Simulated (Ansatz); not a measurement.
# NdC: the cost of one run

Computed with Ansatz 0.2.0 (DFT PBE+U (U_eff = 6 eV on Nd 4f), scalar-relativistic, plane waves, PAW, unless a step's input says otherwise).

2 further runs of the same task are left out: 1 that didn't finish, 1 set aside as unsound or not needed.

## 1. Starting point

It takes space group Pm-3m (No. 221, cubic). The conventional cell has a = 3.075 Å, b = 3.075 Å, c = 3.075 Å, α = 90.00°, β = 90.00°, γ = 90.00°. Around Nd (site symmetry m-3m) lie 8 C at 2.66 Å. Around C (site symmetry m-3m) lie 8 Nd at 2.66 Å.

Structure file:

```
Nd C
1.0
     3.07505    0.00000    0.00000
     0.00000    3.07505    0.00000
     0.00000    0.00000    3.07505
Nd C
1 1
Cartesian
  0.0000 0.0000 0.0000
  1.5375 1.5375 1.5375
```

The moments start at Nd 3.00 μB.

## 2. A coarse mesh, to find the state of the open shells

File input.yaml:

```yaml
crystal:
  lattice:
    - [3.0750518268, 0.0, 0.0]
    - [0.0, 3.0750518268, 0.0]
    - [0.0, 0.0, 3.0750518268]
  atoms:
    - { symbol: Nd, position: [0.0, 0.0, 0.0], spin: 3.0 }
    - { symbol: C, position: [0.5, 0.5, 0.5] }
basis:
  ecutwfc: 420
  ecutrho_ratio: 4
kpoints:
  mp_grid: { grid: [5, 5, 5] }
hamiltonian:
  xc: pbe
  hubbard: { sites: [{ species: Nd, l: f, u_eff: 6.0 }] }
scf:
  occupations: { method: gaussian, width: 0.05 }
output:
  forces: true
  stress: true
  eigenvalues: true
  populations: true
  hubbard: { sites: [{ species: Nd, l: f }] }
magnetization:
  spin_polarized: true
```

On the command line:

```
$ ansatz run input.yaml --threads 2 --pin off --max-ram 2662MiB --backend cpu --events-out ev --progress --plain --runs-dir out
```

**Question.** How long does this run take on 2 threads of Intel Xeon Platinum 8488C (Sapphire Rapids), shared host, and how much memory does it need?

About 4.6 s, with a peak of 0.41 GiB.
